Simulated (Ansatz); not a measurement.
# NbTe (Pm-3m) in Ansatz: phonons with PBE

Aim: the phonons of NbTe with PBE.

Program: Ansatz 0.2.0. These are calculated values, not measurements. Logs are shortened: lines on timing, memory, paths and dates and some standing lists are left out, and cuts for length are marked.

### 1 Starting point

The structure is cubic, space group Pm-3m (No. 221). The conventional cell has a = 3.426 Å, b = 3.426 Å, c = 3.426 Å, α = 90.00°, β = 90.00°, γ = 90.00°. Nb (site symmetry m-3m) is surrounded by 8 Te at 2.97 Å. Te (site symmetry m-3m) is surrounded by 8 Nb at 2.97 Å.

The cell was built by a generator and needn't be a form met in nature.

### 2 Phonons, PBE

File input.yaml:

```yaml
crystal:
  lattice:
    - [3.4257, 0.0, 0.0]
    - [0.0, 3.4257, 0.0]
    - [0.0, 0.0, 3.4257]
  atoms:
    - { symbol: Nb, position: [0.5, 0.5, 0.5] }
    - { symbol: Te, position: [0.0, 0.0, 0.0] }
hamiltonian:
  xc: pbe
  pseudopotentials: { kind: paw }
kpoints:
  mp_grid: { grid: [6, 6, 6] }
scf:
  occupations: { method: fermi_dirac, width: 0.05 }
phonons:
  method: dfpt
```

Potentials or basis: Ansatz PAW.

Command:

```bash
ansatz run input.yaml --threads 2 --pin off --max-ram 5632MiB --backend cpu --events-out ev --progress --plain --runs-dir out
```

What it wrote:

```text
Warning: RAYON_NUM_THREADS=2 ignored (pool sized by the plan → 2); use --threads N
Engine: ansatz 0.2.0, x86_64-unknown-linux-gnu
Pseudopotentials: kind: paw
Pseudopotential: Nb, paw, valence charge 13, recommended cutoff 420 eV (normal), Nb.paw.azcp
Pseudopotential: Te, paw, valence charge 16, recommended cutoff 420 eV (normal), Te.paw.azcp
Functional definition: PBE
  parameter kappa = 0.804
  parameter beta = 0.06672455060314922
  exchange = pbe_x(kappa = kappa, mu = beta*pi^2/3)
  correlation = pbe_c(beta = beta)
Crystal: 2 atoms, lattice volume = 40.202 Å³
Basis set: ecut = 420 eV, 751 PW (Γ), exchange–correlation on 48×48×48 points (8 copies of the dense FFT grid, shifted against one another)
Bands: 19, of which v1, the nominal top of the filled ones, is band 15 counted from 1 (14 counted from 0)
Symmetry: 48 space group operations
k-points: 40 of 216 (irreducible under 8 space group operations, time reversal used)
Non-local potential: Nb, projectors of the file, l = 0: 3, l = 1: 2, l = 2: 2, l = 3: 1
Non-local potential: Te, projectors of the file, l = 0: 2, l = 1: 2, l = 2: 2, l = 3: 2
PAW form: soft (Blöchl's): semilocal exchange-correlation on the pseudo side does not see the compensation charge
PAW one-centre angular grid: Nb, 590 points (default); XC on 64 Gauss nodes
PAW one-centre angular grid: Te, 590 points (default); XC on 64 Gauss nodes
Initial density: superposition of atomic densities (neutral atoms: chi_scale 0, normalization atom), corrected by the library's trained network
Initial wavefunctions: pseudopotential atomic-orbital guess
Functional: x = pbe(κ = 0.804, μ = 0.2195149727645171), c = pbe(β = 0.06672455060314922)
SCF iter   1: F=—  HF=-11532.347132 eV  |F-HF|=—  |Δ(HF+E_count)|=         —  Δρ=2.83e-3  dr2=1.70e-3  ethr=1.77e-3  ⟨swp⟩=5.8  Hψ=3793  notcnv=0
preconditioner: auto → none  [metal: Δε(μ)=0.069 eV  Ē_g=7.607 eV  σ=0.050 eV  W_gap=0.32  n_scr=6 (ndim 8)  ℏωp=19.4 eV  f_vac=0.000  D(μ)=4.65/eV (n_scr^D=80)  sad-step TF]
SCF iter   2: F=—  HF=-11532.347278 eV  |F-HF|=—  |Δ(HF+E_count)|=   1.45e-4  Δρ=1.78e-3  dr2=8.15e-4  ethr=5.86e-6  ⟨swp⟩=2.0  Hψ=1342  notcnv=0
SCF iter   3: F=—  HF=-11532.347659 eV  |F-HF|=—  |Δ(HF+E_count)|=   3.81e-4  Δρ=6.24e-4  dr2=1.17e-4  ethr=2.81e-6  ⟨swp⟩=2.0  Hψ=1246  notcnv=0
SCF iter   4: F=—  HF=-11532.347570 eV  |F-HF|=—  |Δ(HF+E_count)|=   8.90e-5  Δρ=2.42e-4  dr2=1.29e-5  ethr=4.04e-7  ⟨swp⟩=2.0  Hψ=1228  notcnv=0
SCF iter   5: F=—  HF=-11532.347560 eV  |F-HF|=—  |Δ(HF+E_count)|=   1.03e-5  Δρ=2.30e-5  dr2=6.98e-8  ethr=4.46e-8  ⟨swp⟩=2.0  Hψ=1246  notcnv=0
SCF iter   6: F=—  HF=-11532.347559 eV  |F-HF|=—  |Δ(HF+E_count)|=   5.43e-7  Δρ=6.36e-6  dr2=1.24e-8  ethr=2.41e-10  ⟨swp⟩=2.0  Hψ=1348  notcnv=0
SCF iter   7: F=—  HF=-11532.347559 eV  |F-HF|=—  |Δ(HF+E_count)|=   5.68e-9  Δρ=2.48e-6  dr2=1.28e-9  ethr=4.27e-11  ⟨swp⟩=2.3  Hψ=1287  notcnv=0
SCF iter   8: F=-11532.347559 eV  HF=-11532.347559 eV  |F-HF|=0.00e0  |Δ(HF+E_count)|=   1.49e-9  Δρ=4.56e-8  dr2=3.88e-13  ethr=1.00e-12  ⟨swp⟩=5.1  Hψ=4079  notcnv=0
SCF 1 converged in 8 iterations: F = -11532.347559 eV  dr2 = 3.88e-13
DFPT response loops at Γ: preconditioner auto → Kerker (q_TF=auto, 2.584 Å⁻¹) (partly filled bands, converged f_vac=0.000); β = 1.00, the filter's whole step (`scf.mixing.beta` (0.50) is not read by the response loops under this deck's `scf.mixing.preconditioner`; to damp them name `kerker` or `kerker_dos`, under which they read `scf.mixing.beta`, and type it under 1.00, their step now; both keys bind the ground state too); Broyden in place of MSR1
SCF converged after 8 iterations
Free energy (F): -11532.347559 eV
Harris-Foulkes:  -11532.347559 eV  (|F-HF|=0.00e0)
Internal energy: -11532.311568 eV  (E = F + TS)
E sigma→0 (E₀):  -11532.329564 eV
Entropy (-TS):   -0.035991 eV (-17.996 meV/atom)
Fermi energy:    17.339434 eV
--- Per-component energies (eV) ---
  E_band       = -226.774339
  E_kinetic    = 576.593286
  E_local      = -1486.705163  (includes V_loc(G=0)·N_el)
  E_nonlocal   = -188.914051
  E_hartree    = 839.859850
  E_xc         = -300.550830
  E_vxc        = -318.334236  (∫ρ·V_xc dr)
  E_paw        = -7737.105108  (= ΣΔE_a)
  E_vpaw       = -489.133705  (= ΣTr[D̂ρ^β])
  E_aug_tail   = -0.000157  (compensation charges beyond the density's cutoff)
  E_ewald      = -3235.489395
  E_smearing   = -0.035991  (= −TS)
  E_closure    = 0.000000  (closes the sum)
  Σ components = -11532.347559   (vs F -11532.347559, Δ=0.00e0)
--- Band table (eV; the first three rows and the last of 40) ---
  k-point 0: bands = ["-37.8962", "-20.4007", "-20.4007", "-20.3754", "-20.3754", "-20.3754", "-13.9130", "-13.9130", "-13.9130", "2.9823", "14.7175", "14.7175", "16.1559", "16.1559", "16.1559", "18.4289", "18.4289", "18.4289", "20.9303"]
  k-point 1: bands = ["-37.8931", "-20.4004", "-20.3936", "-20.3781", "-20.3781", "-20.3752", "-13.9634", "-13.9065", "-13.9065", "3.3079", "13.1602", "14.8789", "15.5838", "15.5838", "16.6755", "18.4658", "19.2636", "19.2636", "22.2061"]
  k-point 2: bands = ["-37.8869", "-20.3999", "-20.3834", "-20.3834", "-20.3794", "-20.3748", "-14.0626", "-13.8934", "-13.8934", "4.1315", "10.7394", "14.8481", "14.8481", "15.2516", "18.2754", "18.5416", "20.8695", "20.8695", "22.6618"]
  k-point 39: bands = ["-37.8601", "-20.3966", "-20.3966", "-20.3966", "-20.3561", "-20.3561", "-14.0375", "-14.0375", "-14.0375", "7.0466", "10.9400", "10.9400", "10.9400", "19.4442", "19.4442", "19.4442", "19.9736", "19.9736", "22.1836"]
--- Phonons (Γ-DFPT): 2 representative perturbations + reference, on 40 of 216 k-points (Σ response iterations 6) ---
  k mesh reduced under 8 symmetry operations, with k and −k counted as one. Each operation leaves every solved perturbation unchanged. A smaller set is not used because it would not reduce the number of displacements times k-points to solve
  ASR residual: 2.222e-4 → 0.000e0 eV/Å²; symmetrization residual: 6.354e-6 eV/Å²
  ASR residual per site (eV/Å²): 2.22e-4 7.86e-5
  Γ frequencies (cm⁻¹): 0.00 0.00 0.00 133.46 133.46 133.46
  non-analytic LO–TO correction: not included (Born effective charges unavailable; polar crystals: no LO–TO splitting at Γ)
```

Run time: 5.2 s. Hardware: 2 threads of Intel Xeon at 2.70GHz, shared host; peak memory 0.46 GiB.

Results:

```
Free energy                   : -11532.3476 eV
Band gap on the k mesh        : none (metal or under the smearing width)
Highest phonon frequency at Γ : 133 cm⁻¹
```

Phonon frequencies in cm⁻¹ (negative: imaginary):
| q point | frequencies |
| --- | --- |
| (0.000, 0.000, 0.000) | 0 0 0 133 133 133 |

Spin-orbit coupling is left out, which matters for the levels of Te.
